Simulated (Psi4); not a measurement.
# triplet GeF2 at 6 levels

We compute a comparison of 6 runs (U-r2SCAN/def2-TZVPP, UB3LYP/def2-TZVPP, UBLYP/def2-TZVPP, UM06-L/def2-TZVPP, UPBE/def2-TZVPP, UTPSS/def2-TZVPP) of triplet GeF2. 

Program for the calculation: Psi4 1.11.

2 further runs of the same task are left out: 2 set aside as unsound or not needed.

## (1) The system as given

GeF2 has 3 atoms, charge 0, and is taken as a triplet. SMILES of the parent species: `[F][Ge][F]`. The coordinates come from a PBE0-D4/def2-TZVP relaxation. That shape belongs to the parent species and isn't relaxed for this state.

Bond lengths: F1–Ge2 1.745 Å, Ge2–F3 1.745 Å. Angles: F1–Ge2–F3 97.2°.

## (2) Energy and forces at U-r2SCAN/def2-TZVPP (run 1)

The input, f2ge.json:

```json
{
  "schema_name": "qcschema_input",
  "schema_version": 1,
  "molecule": {
    "schema_name": "qcschema_molecule",
    "schema_version": 2,
    "symbols": ["F", "Ge", "F"],
    "geometry": [-1.27726589, -2.08210024, -0.94013875, 1.2047004, -0.55784715, 0.60509031, 0.05215644, 2.51730417, 0.31010406],
    "molecular_charge": 0,
    "molecular_multiplicity": 3,
    "fix_symmetry": "c1"
  },
  "driver": "gradient",
  "model": {
    "method": "r2scan",
    "basis": "def2-TZVPP"
  },
  "keywords": {
    "reference": "uks",
    "puream": true,
    "e_convergence": 1e-09,
    "d_convergence": 1e-08,
    "scf_type": "pk",
    "dft_radial_points": 99,
    "dft_spherical_points": 590,
    "maxiter": 200,
    "scf_properties": ["LOWDIN_CHARGES", "QUADRUPOLE", "WIBERG_LOWDIN_INDICES"]
  }
}
```

Run with:

```sh
$ psi4 --qcschema f2ge.json -n 1 --memory 1600MB
```

stdout:

```text
[...]
  Running in c1 symmetry.
[...]
  Nuclear repulsion =  191.062717756746224
[...]
  Multiplicity = 3
[...]
  Nalpha       = 26
  Nbeta        = 24
[...]
    Number of basis functions: 110
[...]
   @UKS iter   1: -2275.16840232746608   -1.89955e+00   2.77606e-02 DIIS/ADIIS
[...]
   @UKS iter  14: -2276.64184683958047   -1.36424e-12   2.89915e-09 DIIS
[...]
   @S^2 Observed:                2.003748843E+00
[...]
    Orbital Energies [Eh]
    ---------------------
    Alpha Occupied:
       1A   -398.228346     2A    -49.660038     3A    -44.150869
       4A    -44.150858     5A    -44.150254     6A    -24.497204
       7A    -24.497195     8A     -6.231654     9A     -4.384677
      10A     -4.383574    11A     -4.380848    12A     -1.222830
      13A     -1.207565    14A     -1.196871    15A     -1.195156
      16A     -1.193987    17A     -1.140178    18A     -1.112636
      19A     -0.547819    20A     -0.452111    21A     -0.415136
      22A     -0.411541    23A     -0.387005    24A     -0.374641
      25A     -0.351185    26A     -0.171170
    Alpha Virtual:
[...]
  @UKS Final Energy: -2276.64184683958047
   => Energetics <=
    Nuclear Repulsion Energy =            191.0627177567462240
    One-Electron Energy =               -3553.6681951346590722
    Two-Electron Energy =                1185.9041494317093566
    DFT Exchange-Correlation Energy =     -99.9405188933769324
    Empirical Dispersion Energy =           0.0000000000000000
    VV10 Nonlocal Energy =                  0.0000000000000000
    Total Energy =                      -2276.6418468395804666
[...]
 Multipole Moments:
 ------------------------------------------------------------------------------------
     Multipole            Electronic (a.u.)      Nuclear  (a.u.)        Total (a.u.)
 ------------------------------------------------------------------------------------
 L = 1.  Multiply by 2.5417464519 to convert [e a0] to [Debye]
 Dipole X            :          2.9987462           -2.0857990            0.9129472
 Dipole Y            :         -1.1479095            0.7983941           -0.3495153
 Dipole Z            :         -0.0000000           -0.0000000           -0.0000000
 Magnitude           :                                                    0.9775651
 L = 2.  Multiply by 1.3450342976 to convert [e a0^2] to [Debye ang]
 Quadrupole XX       :        -81.3109358           61.8957661          -19.4151696
 Quadrupole XY       :        -19.2905675           18.4794558           -0.8111117
[...]
  -Total Gradient:
     Atom            X                  Y                   Z
    ------   -----------------  -----------------  -----------------
       1       -0.006108744474     0.010055932710     0.000000000000
       2        0.017243681989    -0.006621131151     0.000000000001
       3       -0.011270795619    -0.003382573101     0.000000000000
[...]
```

The result, in JSON:

```text
{
 "driver": "gradient",
 "model": {
  "method": "r2scan",
  "basis": "def2-TZVPP"
 },
 "success": true,
 "return_result": [-0.006108744474415284, 0.010055932709780016, 3.3345140761676533e-14, 0.017243681989497217, -0.006621131151116344, 8.104102577895535e-13, -0.011270795618929005, -0.0033825731006887627, 1.6424154160251405e-14],
 "properties": {
  "calcinfo_nbasis": 110,
  "calcinfo_nmo": 110,
  "calcinfo_nalpha": 26,
  "calcinfo_nbeta": 24,
  "calcinfo_natom": 3,
  "nuclear_repulsion_energy": 191.06271775674622,
  "return_energy": -2276.6418468395805,
  "return_gradient": [-0.006108744474415284, 0.010055932709780016, 3.3345140761676533e-14, 0.017243681989497217, -0.006621131151116344, 8.104102577895535e-13, -0.011270795618929005, -0.0033825731006887627, 1.6424154160251405e-14],
  "scf_one_electron_energy": -3553.668195134659,
  "scf_two_electron_energy": 1185.9041494317094,
  "scf_xc_energy": -99.94051889337693,
  "scf_dipole_moment": [0.9129472170923254, -0.34951533971418125, -3.0854311099085504e-15],
  "scf_total_energy": -2276.6418468395805,
  "scf_total_gradient": [-0.006108744474415284, 0.010055932709780016, 3.3345140761676533e-14, 0.017243681989497217, -0.006621131151116344, 8.104102577895535e-13, -0.011270795618929005, -0.0033825731006887627, 1.6424154160251405e-14],
  "scf_iterations": 14
 }
}
```

Wall time 47 s (1 thread of Intel Xeon Platinum 8488C (Sapphire Rapids), shared host); peak memory 0.55 GiB.

## (3) Energy and forces at UB3LYP/def2-TZVPP (run 2)

The input, input.json:

```json
{
 "schema_name": "qcschema_input",
 "schema_version": 1,
 "molecule": {
  "schema_name": "qcschema_molecule",
  "schema_version": 2,
  "symbols": ["F", "Ge", "F"],
  "geometry": [-1.27726589, -2.08210024, -0.94013875, 1.2047004, -0.55784715, 0.60509031, 0.05215644, 2.51730417, 0.31010406],
  "molecular_charge": 0,
  "molecular_multiplicity": 3,
  "fix_symmetry": "c1"
 },
 "driver": "gradient",
 "model": {
  "method": "b3lyp",
  "basis": "def2-TZVPP"
 },
 "keywords": {
  "reference": "uks",
  "puream": true,
  "e_convergence": 1e-09,
  "d_convergence": 1e-08,
  "scf_type": "pk",
  "dft_radial_points": 99,
  "dft_spherical_points": 590,
  "maxiter": 200,
  "scf_properties": ["LOWDIN_CHARGES", "MULLIKEN_CHARGES", "QUADRUPOLE"]
 }
}
```

Run with:

```sh
$ psi4 --qcschema input.json -n 1 --memory 1600MB
```

stdout, cut to the lines that bear on the results:

```text
[...]
  Running in c1 symmetry.
[...]
  Nuclear repulsion =  191.062717756746224
[...]
  Multiplicity = 3
[...]
  Nalpha       = 26
  Nbeta        = 24
[...]
    Number of basis functions: 110
[...]
   @UKS iter   1: -2275.40260308605775   -2.19009e+00   2.71256e-02 ADIIS/DIIS
[...]
   @UKS iter  13: -2276.77094284273517   -2.72848e-12   5.00871e-09 DIIS
[...]
   @S^2 Observed:                2.002970554E+00
[...]
  @UKS Final Energy: -2276.77094284273517
   => Energetics <=
    Nuclear Repulsion Energy =            191.0627177567462240
    One-Electron Energy =               -3553.4209198276721509
    Two-Electron Energy =                1166.1312261846130696
    DFT Exchange-Correlation Energy =     -80.5439669564222243
    Empirical Dispersion Energy =           0.0000000000000000
    VV10 Nonlocal Energy =                  0.0000000000000000
    Total Energy =                      -2276.7709428427351668
[...]
 Multipole Moments:
 ------------------------------------------------------------------------------------
     Multipole            Electronic (a.u.)      Nuclear  (a.u.)        Total (a.u.)
 ------------------------------------------------------------------------------------
 L = 1.  Multiply by 2.5417464519 to convert [e a0] to [Debye]
 Dipole X            :          3.0235215           -2.0857990            0.9377225
 Dipole Y            :         -1.1573887            0.7983941           -0.3589946
 Dipole Z            :          0.0000000           -0.0000000            0.0000000
 Magnitude           :                                                    1.0040920
 L = 2.  Multiply by 1.3450342976 to convert [e a0^2] to [Debye ang]
 Quadrupole XX       :        -81.4104677           61.8957661          -19.5147016
 Quadrupole XY       :        -19.3209068           18.4794558           -0.8414510
[...]
  Mulliken Charges: (a.u.)
   Center  Symbol    Alpha    Beta     Spin     Total
[...]
  -Total Gradient:
     Atom            X                  Y                   Z
    ------   -----------------  -----------------  -----------------
       1        0.000409227466     0.013861519466     0.000000000000
       2        0.008460098858    -0.003259397372     0.000000000001
       3       -0.008959493885    -0.010567488414     0.000000000000
[...]
```

The result, in JSON:

```text
{
 "driver": "gradient",
 "model": {
  "method": "b3lyp",
  "basis": "def2-TZVPP"
 },
 "success": true,
 "return_result": [0.0004092274663582418, 0.013861519466074099, 2.620029977455341e-14, 0.008460098858102949, -0.0032593973719988595, 1.0399156441452063e-12, -0.008959493884645939, -0.010567488414084586, 1.4596835426923723e-14],
 "properties": {
  "calcinfo_nbasis": 110,
  "calcinfo_nmo": 110,
  "calcinfo_nalpha": 26,
  "calcinfo_nbeta": 24,
  "calcinfo_natom": 3,
  "nuclear_repulsion_energy": 191.06271775674622,
  "return_energy": -2276.770942842735,
  "return_gradient": [0.0004092274663582418, 0.013861519466074099, 2.620029977455341e-14, 0.008460098858102949, -0.0032593973719988595, 1.0399156441452063e-12, -0.008959493884645939, -0.010567488414084586, 1.4596835426923723e-14],
  "scf_one_electron_energy": -3553.420919827672,
  "scf_two_electron_energy": 1166.131226184613,
  "scf_xc_energy": -80.54396695642222,
  "scf_dipole_moment": [0.9377225269157932, -0.3589945925813798, 4.113895707459083e-15],
  "scf_total_energy": -2276.770942842735,
  "scf_total_gradient": [0.0004092274663582418, 0.013861519466074099, 2.620029977455341e-14, 0.008460098858102949, -0.0032593973719988595, 1.0399156441452063e-12, -0.008959493884645939, -0.010567488414084586, 1.4596835426923723e-14],
  "scf_iterations": 13
 }
}
```

Wall time 27 s (1 thread of Intel Xeon Platinum 8488C (Sapphire Rapids), shared host); peak memory 0.55 GiB.

## (4) Energy and forces at UBLYP/def2-TZVPP (run 3)

The input, job.dat:

```
memory 1.6 GB

molecule system {
  0 3
  F
  Ge 1 R2
  F 2 R3 1 A3

  R2 = 1.74478
  R3 = 1.744835
  A3 = 97.24431
  symmetry c1
}

set {
  basis def2-TZVPP
  reference uks
  puream true
  e_convergence 1e-09
  d_convergence 1e-08
  scf_type pk
  dft_radial_points 99
  dft_spherical_points 590
  maxiter 200
}

gradient("blyp")
```

Run with:

```sh
$ psi4 -i job.dat -o job.out -n 1
```

job.out:

```text
[...]
  Running in c1 symmetry.
[...]
  Nuclear repulsion =  191.062725833726915
[...]
  Multiplicity = 3
[...]
  Nalpha       = 26
  Nbeta        = 24
[...]
    Number of basis functions: 110
[...]
   @UKS iter   1: -2275.23501966208823   -1.72665e+00   2.83806e-02 DIIS/ADIIS
[...]
   @UKS iter  14: -2276.78020173907498   -4.54747e-13   1.29382e-09 DIIS
[...]
   @S^2 Observed:                2.001561182E+00
[...]
    Orbital Energies [Eh]
    ---------------------
    Alpha Occupied:
       1A   -397.250863     2A    -49.249309     3A    -43.874173
       4A    -43.873714     5A    -43.873531     6A    -24.297758
       7A    -24.297748     8A     -6.028968     9A     -4.250090
      10A     -4.249225    11A     -4.245604    12A     -1.180098
      13A     -1.165532    14A     -1.159477    15A     -1.156815
      16A     -1.156048    17A     -1.080005    18A     -1.053634
      19A     -0.521464    20A     -0.433391    21A     -0.394907
      22A     -0.390839    23A     -0.368214    24A     -0.357276
      25A     -0.324417    26A     -0.146241
    Alpha Virtual:
[...]
  @UKS Final Energy: -2276.78020173907498
   => Energetics <=
    Nuclear Repulsion Energy =            191.0627258337269154
    One-Electron Energy =               -3552.9489011756295440
    Two-Electron Energy =                1185.1179051107874329
    DFT Exchange-Correlation Energy =    -100.0119315079596731
    Empirical Dispersion Energy =           0.0000000000000000
    VV10 Nonlocal Energy =                  0.0000000000000000
    Total Energy =                      -2276.7802017390749825
[...]
 Multipole Moments:
 ------------------------------------------------------------------------------------
     Multipole            Electronic (a.u.)      Nuclear  (a.u.)        Total (a.u.)
 ------------------------------------------------------------------------------------
 L = 1.  Multiply by 2.5417464519 to convert [e a0] to [Debye]
 Dipole X            :         -2.3337478            1.6758812           -0.6578666
 Dipole Y            :         -2.0557313            1.4762835           -0.5794479
 Dipole Z            :         -0.0000000            0.0000000           -0.0000000
 Magnitude           :                                                    0.8766689
[...]
  -Total Gradient:
     Atom            X                  Y                   Z
    ------   -----------------  -----------------  -----------------
       1        0.011948066281    -0.021119252127    -0.000000000000
       2        0.007559331379     0.006685958025    -0.000000000001
       3       -0.019417613077     0.014512200189     0.000000000000
[...]
```

Run time: 27 s. Hardware: 1 thread of Intel Xeon Platinum 8488C (Sapphire Rapids), shared host; peak memory 0.55 GiB.

Runs 4 to 5 aren't shown in full; the table further down has their settings and results.

## (5) The energy at UTPSS/def2-TZVPP (run 6)

The input, run.py:

```python
import numpy as np
from ase.calculators.psi4 import Psi4
from ase import Atoms

a = Atoms(['F', 'Ge', 'F'], positions=[
    [-0.675900, -1.101800, -0.497500],
    [0.637500, -0.295200, 0.320200],
    [0.027600, 1.332100, 0.164100],
])
calc = Psi4(atoms=a, method='tpss', basis='def2-TZVPP', memory='1600MB', num_threads=1, charge=0, multiplicity=3, label='calc', reference='uks')
calc.psi4.set_options({'puream': True, 'e_convergence': 1e-09, 'd_convergence': 1e-08, 'scf_type': 'pk', 'dft_radial_points': 99, 'dft_spherical_points': 590, 'maxiter': 200})
a.calc = calc

print(f'energy: {a.get_potential_energy():.6f} eV')
```

Run with:

```sh
$ python run.py
```

calc.dat:

```text
[...]
  Running in c1 symmetry.
[...]
  Nuclear repulsion =  191.062717603408345
[...]
  Multiplicity = 3
[...]
  Nalpha       = 26
  Nbeta        = 24
[...]
    Number of basis functions: 110
[...]
   @UKS iter   1: -2275.18828811905178   -1.75485e+00   2.81248e-02 ADIIS/DIIS
[...]
   @UKS iter  14: -2276.71404398609366   -1.36424e-12   1.44618e-09 DIIS
[...]
   @S^2 Observed:                2.002356720E+00
[...]
    Orbital Energies [Eh]
    ---------------------
    Alpha Occupied:
       1A   -397.787249     2A    -49.358581     3A    -43.896962
       4A    -43.896625     5A    -43.896346     6A    -24.421824
       7A    -24.421816     8A     -6.099440     9A     -4.288782
      10A     -4.287922    11A     -4.284596    12A     -1.189405
      13A     -1.174024    14A     -1.164309    15A     -1.161712
      16A     -1.160955    17A     -1.106132    18A     -1.079077
      19A     -0.532925    20A     -0.439400    21A     -0.401659
      22A     -0.398076    23A     -0.373940    24A     -0.361750
      25A     -0.335972    26A     -0.161284
    Alpha Virtual:
[...]
  @UKS Final Energy: -2276.71404398609366
   => Energetics <=
    Nuclear Repulsion Energy =            191.0627176034083448
    One-Electron Energy =               -3553.0660274470801596
    Two-Electron Energy =                1185.2516749097853790
    DFT Exchange-Correlation Energy =     -99.9624090522068229
    Empirical Dispersion Energy =           0.0000000000000000
    VV10 Nonlocal Energy =                  0.0000000000000000
    Total Energy =                      -2276.7140439860936567
[...]
 Multipole Moments:
 ------------------------------------------------------------------------------------
     Multipole            Electronic (a.u.)      Nuclear  (a.u.)        Total (a.u.)
 ------------------------------------------------------------------------------------
 L = 1.  Multiply by 2.5417464519 to convert [e a0] to [Debye]
 Dipole X            :          2.6210510           -1.8621582            0.7588928
 Dipole Y            :         -1.1184979            0.7946099           -0.3238880
 Dipole Z            :          1.3270769           -0.9428429            0.3842341
 Magnitude           :                                                    0.9101964
[...]
```

The script printed:

```text
energy: -61952.544718 eV
```

It took 38 s on 1 thread of Intel Xeon Platinum 8488C (Sapphire Rapids), shared host; peak memory 0.59 GiB.

## (6) The series

```csv
run,level,task,energy (Eh),dipole moment (D),HOMO energy (eV),⟨S²⟩,wall time
1,U-r2SCAN/def2-TZVPP,gradient,-2276.641847,2.48,-4.66,2.004,47 s
2,UB3LYP/def2-TZVPP,gradient,-2276.770943,2.55,-5.15,2.003,27 s
3,UBLYP/def2-TZVPP,gradient,-2276.780202,2.23,-3.98,2.002,27 s
4,UM06-L/def2-TZVPP,energy,-2276.628282,2.20,-4.27,2.003,30 s
5,UPBE/def2-TZVPP,gradient,-2276.230598,2.23,-4.24,2.002,28 s
6,UTPSS/def2-TZVPP,energy,-2276.714044,2.31,-4.39,2.002,38 s
```

## (7) What came out

| quantity | value |
| --- | --- |
| run 6: total energy | -2276.71404 Eh |
| run 6: dipole moment | 2.31 D |
| run 6: HOMO energy (highest over α and β) | -4.39 eV |
| run 6: ⟨S²⟩ | 2.002 |

What this shows: The dipole moment (its size) runs from 2.20 D (UM06-L/def2-TZVPP) to 2.55 D (UB3LYP/def2-TZVPP). Totals of different functionals can't be ranked against each other. All runs together took 3.3 min, the longest 47 s.
